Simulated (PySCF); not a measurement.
**A diatomic session: BiB+**

An exercise on one series of results from a longer session: the logs are not shown, and one member is left open.

The runs use PySCF 2.14.0; Bi def2-SVPD with ECP60, B def2-SVPD, scalar-relativistic core potentials.

Set-up of the first run:

The job is set up so:

```
atoms                         : Bi, B
charge                        : 1
basis                         : Bi def2-SVPD with ECP60, B def2-SVPD
Hamiltonian                   : scalar-relativistic core potentials
basis functions               : 52
electrons treated             : 27
masses in u                   : 208.9804, 11.0093
levels                        : PBE0, PBE, r²SCAN, MN15, M06-L, revPBE, HF, MP2, SCS-MP2, CCSD, CCSD(T)
grid                          : 80 radial by 434 angular points
occupations                   : held fixed by the projection of orbital angular momentum
dissociation limit            : Bi+ + B, each in its ground configuration
starting distance in angstrom : 2.375
values of 2S to try           : 1, 3
```

Started as:

```bash
$ OMP_NUM_THREADS=1 python dia.py task.json out
```

Among the steps run: Set-up; First curve: PBE0; Excited determinants; PBE (GGA); r²SCAN; MN15; M06-L (meta-GGA); revPBE; UHF (mean field); Correlated methods on the Hartree–Fock reference.

One table of the session follows, with a row left open; its other results are not shown here.

It belongs to the step «Constants by level of theory». 

| level | Re (Å) | ωe (cm⁻¹) | De (eV) |
| --- | --- | --- | --- |
| UHF | 2.408 | 309 | 1.91 |
| UHF-MP2 | 2.254 | 492 | 2.54 |
| UHF-SCS-MP2 | 2.300 | 427 | 2.25 |
| UHF-CCSD | 2.339 | 408 | 2.39 |
| UHF-CCSD(T) | 2.329 | 431 | 2.51 |
| PBE | 2.294 | 486 | 3.29 |
| revPBE | 2.309 | 471 | 3.09 |
| r²SCAN | ? | ? | ? |
| M06-L | 2.261 | 533 | 3.33 |
| PBE0 | 2.274 | 492 | 3.02 |
| MN15 | 2.281 | 462 | 3.08 |

Estimate the missing values for r²SCAN.

As computed: Re (Å): 2.280; ωe (cm⁻¹): 499; De (eV): 3.24. In the column «Re (Å)» it lies between PBE0 (2.274) and MN15 (2.281).
